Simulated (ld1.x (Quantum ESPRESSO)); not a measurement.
# A PAW potential for Cu, from input to tests

Aim: build the potential from the settings below, then test how well it stands in for the atom: other configurations, scattering, ghost states and the plane-wave cutoff that it needs.

The numbers are computed with ld1.x (Quantum ESPRESSO) 7.5 (PBE, scalar-relativistic, spin-unpolarised reference atom).

## 1. The atom and the settings

Typed settings, in words:

```
element                 : copper (Cu, Z = 29)
type                    : PAW
frozen core             : [Ne]
valence charge          : 19
reference configuration : 3s2 3p6 3d9 4s0 4p0 (charge +2)
partial waves           : 3s (bound): rcut 1.05, rcutus 1.25 bohr; 4s (bound, empty): rcut 1.05, rcutus 1.25 bohr; 3p (bound): rcut 1.00, rcutus 1.10 bohr; 4p (bound, empty): rcut 1.00, rcutus 1.10 bohr; 3d (bound): rcut 0.80, rcutus 0.95 bohr; 3d channel at -0.5 Ry: rcut 0.80, rcutus 0.95 bohr
local potential         : all-electron potential smoothed inside 0.80 bohr (lloc = -2)
core correction         : Bessel-smoothed model core inside 0.45 bohr
augmentation charge     : BESSEL, radius 0.60 bohr
```

The nodes and maxima of the atom's own shells, from an earlier all-electron run, set the scale for the radii.

All-electron outer shells of the reference configuration (PBE, scalar-relativistic, ld1.x):

| shell | level (eV) | outermost node (bohr) | outermost maximum (bohr) |
| --- | --- | --- | --- |
| 2p | -942.70 | – | 0.16 |
| 3s | -140.29 | 0.29 | 0.61 |
| 3p | -97.62 | 0.26 | 0.62 |
| 3d | -29.63 | – | 0.60 |
| 4s | -22.35 | 0.88 | 1.95 |
| 4p | -15.35 | 0.95 | 2.36 |
| 4f | -3.65 | – | 6.82 |

## 2. Generating the potential

Input file Cu.in:

```
 &input
   title='Cu', zed=29., rel=1, dft='PBE', iswitch=3,
   config='[Ar] 3d9 4s0 4p0',
   nld=3, rlderiv=1.35, eminld=-12.0, emaxld=5.0, deld=0.04
 /
 &inputp
   pseudotype=3, lpaw=.true., tm=.true., lloc=-2, rcloc=0.80,
   nlcc=.true., new_core_ps=.true., rcore=0.45,
   which_augfun='BESSEL', rmatch_augfun=0.60,
   file_pseudopw='Cu.UPF', file_wfcaegen='ae.wfc', file_wfcncgen='nc.wfc', file_beta='beta', file_chi='chi', file_wfcusgen='us.wfc'
 /
6
3S  1  0   2.00   0.00  1.05  1.25  0.0
4S  2  0   0.00   0.00  1.05  1.25  0.0
3P  2  1   6.00   0.00  1.00  1.10  0.0
4P  3  1   0.00   0.00  1.00  1.10  0.0
3D  3  2   9.00   0.00  0.80  0.95  0.0
3D  3  2   0.00  -0.50  0.80  0.95  0.0
 &test
   configts(1)='3s2 3p6 3d9 4s0 4p0'
 /
```

Launch:

```sh
$ ld1.x < Cu.in > Cu.out
```

What the program wrote to Cu.out (without the banner and most projector matrices):

```text
     Program LD1 v.7.5
     --------------------------- All-electron run ----------------------------

     Cu
     scalar relativistic calculation

     atomic number is 29.00
     dft =PBE   lsd =0 sic =0 latt =0  beta=0.20 tr2=1.0E-14
     Exchange-correlation= PBE
                           (   1   4   3   4   0   0   0)
     mesh =1199 r(mesh) = 100.25372 a.u. xmin = -7.00 dx = 0.01250
     1 Ry =  13.60569312 eV, c = 137.03599908

     n l     nl                  e(Ry)          e(Ha)          e(eV)
     1 0     1S 1( 2.00)      -652.4351      -326.2176     -8876.8323
     2 0     2S 1( 2.00)       -79.9819       -39.9910     -1088.2094
     2 1     2P 1( 6.00)       -69.2869       -34.6434      -942.6960
     3 0     3S 1( 2.00)       -10.3108        -5.1554      -140.2860
     3 1     3P 1( 6.00)        -7.1749        -3.5874       -97.6191
     3 2     3D 1( 9.00)        -2.1776        -1.0888       -29.6281
     4 0     4S 1( 0.00)        -1.6424        -0.8212       -22.3464
     4 1     4P 1( 0.00)        -1.1282        -0.5641       -15.3494

     final scf error:  9.6E-15 reached in  32 iterations

     Etot =   -3307.534761 Ry,   -1653.767381 Ha,  -45001.302955 eV

     Ekin =    3356.847454 Ry,    1678.423727 Ha,   45672.236322 eV
     Encl =   -7914.362441 Ry,   -3957.181221 Ha, -107680.386643 eV
     Eh   =    1383.727841 Ry,     691.863921 Ha,   18826.576377 eV
     Exc  =    -133.747615 Ry,     -66.873808 Ha,   -1819.729011 eV

     normalization and overlap integrals

     s(1S/1S) =  1.000000  <r> =   0.0521  <r2> =    0.0037  r(max) =   0.0341
     s(2S/2S) =  1.000000  <r> =   0.2352  <r2> =    0.0653  r(max) =   0.1960
     s(2P/2P) =  1.000000  <r> =   0.2064  <r2> =    0.0523  r(max) =   0.1585
     s(3S/3S) =  1.000000  <r> =   0.7099  <r2> =    0.5824  r(max) =   0.6112
     s(3P/3P) =  1.000000  <r> =   0.7450  <r2> =    0.6554  r(max) =   0.6189
     s(3D/3D) =  1.000000  <r> =   0.9223  <r2> =    1.1163  r(max) =   0.5961
     s(4S/4S) =  1.000000  <r> =   2.2809  <r2> =    5.9155  r(max) =   1.9546
     s(4P/4P) =  1.000000  <r> =   2.7593  <r2> =    8.6928  r(max) =   2.3577

     ------------------------ End of All-electron run ------------------------

     --------------------- Generating PAW atomic setup --------------------

      Generating local potential from pseudized AE potential:
      Matching radius rcloc =   0.8000
      Enforcing V''(0)=0 (lloc=-2)

      Local pseudo, rcloc= 0.805 Estimated cut-off energy=    48.46 Ry

      Computing core charge for nlcc:

       r > 0.45 : true rho core
      Core charge pseudized with two Bessel functions
      Integrated core pseudo-charge :   4.04
      Wfc-us  3S rcutus= 1.262  Estimated cut-off energy=    34.53 Ry
      Wfc-us  4S rcutus= 1.262  Estimated cut-off energy=    71.34 Ry
      Wfc-us  3P rcutus= 1.114  Estimated cut-off energy=    66.86 Ry
      Wfc-us  4P rcutus= 1.114  Estimated cut-off energy=   121.25 Ry
      Wfc-us  3D rcutus= 0.959  Estimated cut-off energy=   124.27 Ry
      Wfc-us  3D rcutus= 0.959  Estimated cut-off energy=   133.02 Ry

     Required augmentation: BESSEL   radius:    0.600000
     Suggested rho cutoff for augmentation: 272.49 Ry

     Estimated PAW energy = -484.447701 Ryd

     The PAW screened D coefficients
     6.35774     6.26159     0.00000     0.00000     0.00000     0.00000
     6.26159     3.38370     0.00000     0.00000     0.00000     0.00000
     0.00000     0.00000    -1.58161     0.20752     0.00000     0.00000
     0.00000     0.00000     0.20752    -0.04789     0.00000     0.00000
     0.00000     0.00000     0.00000     0.00000    -3.06618    -1.98327
     0.00000     0.00000     0.00000     0.00000    -1.98327    -1.26795

     The PAW descreened D coefficients (US)
     3.61813    -2.39446     0.00000     0.00000     0.00000     0.00000
    -2.39446    -3.24963     0.00000     0.00000     0.00000     0.00000
     0.00000     0.00000     3.33515    -0.78423     0.00000     0.00000
     0.00000     0.00000    -0.78423    -1.04004     0.00000     0.00000
     0.00000     0.00000     0.00000     0.00000     3.17560     2.42967
     0.00000     0.00000     0.00000     0.00000     2.42967     1.84556

     ------------------- End of pseudopotential generation -------------------

     [... the all-electron block is printed once more ...]


     Computing logarithmic derivative in   1.35185
     Computing logarithmic derivative in   1.35185
     Computing the partial wave expansion
     R is outside the sphere for l=    0 j= 0.00
     R is outside the sphere for l=    0 j= 0.00
     R is outside the sphere for l=    1 j= 0.00
     R is outside the sphere for l=    1 j= 0.00
     R is outside the sphere for l=    2 j= 0.00
     R is outside the sphere for l=    2 j= 0.00

     ---------------------- Testing the pseudopotential ----------------------

     Cu
     scalar relativistic calculation

     atomic number is 29.00   valence charge is 19.00
     dft = SLA  PW   PBX  PBC   lsd =0 sic =0 latt =0  beta=0.20 tr2=1.0E-14
     mesh =1199 r(mesh) = 100.25372 xmin = -7.00 dx = 0.01250

     n l     nl             e AE (Ry)        e PS (Ry)    De AE-PS (Ry)
     1 0     3S   1( 2.00)      -10.31083      -10.31083        0.00001
     2 1     3P   1( 6.00)       -7.17487       -7.17489        0.00002
     3 2     3D   1( 9.00)       -2.17762       -2.17764        0.00002
     2 0     4S   1( 0.00)       -1.64243       -1.64243       -0.00000
     3 1     4P   1( 0.00)       -1.12816       -1.12814       -0.00002

     eps = 2.7E-15  iter =  4

     Etot =   -3307.534761 Ry,   -1653.767381 Ha,  -45001.302955 eV
     Etotps =  -484.447794 Ry,    -242.223897 Ha,   -6591.248025 eV

     Ekin =     436.287350 Ry,     218.143675 Ha,    5935.991798 eV
     Encl =   -1107.137084 Ry,    -553.568542 Ha,  -15063.367412 eV
     Ehrt =     320.149530 Ry,     160.074765 Ha,    4355.856264 eV
     Ecxc =    -133.747591 Ry,     -66.873795 Ha,   -1819.728675 eV
     (Ecc =     -17.033974 Ry,      -8.516987 Ha,    -231.759020 eV)

     ---------------------- End of pseudopotential test ----------------------
```

It took 2.5 s on 1 thread of Neoverse-N1, shared host. (Generation and the later configuration tests together.)

Partial waves on a coarse radial grid (AE all-electron, PS pseudo):

```
r (bohr)    3s AE   3s PS
   0.062   0.0765  0.2253
   0.125  -0.6045  0.4463
   0.188  -0.6602  0.6518
   0.250  -0.2979  0.8323
   0.312   0.1914  0.9858
   0.375   0.6458  1.1102
   0.438   0.9861  1.2000
   0.500   1.1979  1.2540
   0.562   1.3028  1.2747
   0.625   1.3250  1.2639
   0.688   1.2873  1.2248
   0.750   1.2129  1.1634
   0.812   1.1171  1.0845
   0.875   1.0097  0.9921
   0.938   0.9003  0.8930
   1.000   0.7960  0.7942
   1.062   0.6978  0.6981
   1.125   0.6063  0.6068
   1.188   0.5238  0.5239
   1.250   0.4514  0.4514
   1.312   0.3875  0.3875
   1.375   0.3307  0.3307
   1.438   0.2814  0.2814
   1.500   0.2394  0.2394
   1.562   0.2032  0.2032
   1.625   0.1717  0.1717
```

[end of part 1 of 2]
